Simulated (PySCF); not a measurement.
# FeOBr: relaxation and vibrations of the doublet

Aim: relax FeOBr as a doublet from a hand-made linear geometry, check by its vibrations whether the end is a minimum, and collect its spectrum and constants.

Program: PySCF 2.14.0. Level of theory: PBE, basis Fe def2-SVP, O def2-SVP, Br def2-SVP, no relativity, density fitting. These are calculated values, not measurements.

## 1. The system as given

3 atoms, charge 0, spin multiplicity 2.

Bond lengths: Fe1–O2 1.660 Å, Fe1–Br3 2.300 Å. Angles: O2–Fe1–Br3 180.0°.

```xyz
3
charge 0 multiplicity 2
Fe    0.0000    0.0000   -1.0273
O     0.0000    0.0000   -2.6873
Br    0.0000    0.0000    1.2727
```

## 2. Linear start, doublet: relaxation

One driver script runs all steps and calls PySCF; scf.py shows how it sets up the SCF of each step. The optimiser is the driver's own. Before each start the driver seeks the lowest SCF state from one or more starting densities and follows internal instabilities, so scf.py alone need not reach the same state.

The program finds C∞v symmetry in the start, which this walk keeps.

File scf.py:

```python
from pyscf import gto, scf, dft
mol = gto.M(atom='''
Fe     0.000000     0.000000    -1.027262
O      0.000000     0.000000    -2.687262
Br     0.000000     0.000000     1.272738''',
    basis={'Fe': 'def2-SVP', 'O': 'def2-SVP', 'Br': 'def2-SVP'},
    charge=0, spin=1)
mf = dft.UKS(mol, xc='PBE')
mf.grids.atom_grid = (50, 194)
aux = {'Fe': 'def2-universal-JKFIT', 'O': 'def2-universal-JKFIT', 'Br': 'def2-universal-JKFIT'}
mf = mf.density_fit(auxbasis=aux)
mf.kernel()
```

The runs that follow: Frequencies; Leaving the saddle point; Is it a minimum? Harmonic modes.

Q: Predict the outcome of this session. Wanted: minimum; geometry; wavenumbers; dipole moment; highest occupied, lowest empty level; polar-tensor charge of Fe1; zero-point energy; atomisation energy; ⟨S²⟩.

The runs gave:

| quantity | value |
| --- | --- |
| minimum | broken-symmetry (Ms = 1/2), Cs |
| geometry | Fe–Br 2.238 Å, Fe–O 1.566 Å; Br–Fe–O 131.3° |
| wavenumbers (cm⁻¹) | 96 (a'), 323 (a'), 963 (a') |
| dipole moment | 2.18 D |
| highest occupied, lowest empty level (either spin) | -5.41, -4.66 eV |
| polar-tensor charge of Fe1 | +0.99 e |
| zero-point energy | 8.3 kJ/mol |
| entropy at 298.15 K | 303.1 J/(mol K) |
| atomisation energy (no zero-point energy) | 820 kJ/mol |
| ⟨S²⟩ | 1.872 |

The linear start (C∞v) ends in a minimum of Cs symmetry, after a first stop at a second-order saddle point 4.3 kJ/mol higher, from which it was pushed off along an imaginary mode. The determinant is spin-contaminated (⟨S²⟩ = 1.87 against 0.75), so it is no pure spin state. The strongest infrared band lies at 963 cm⁻¹ (a', stretch). Other starts or spin states, not run here, may lie lower. One determinant may miss the lowest occupation of an open d or f shell.
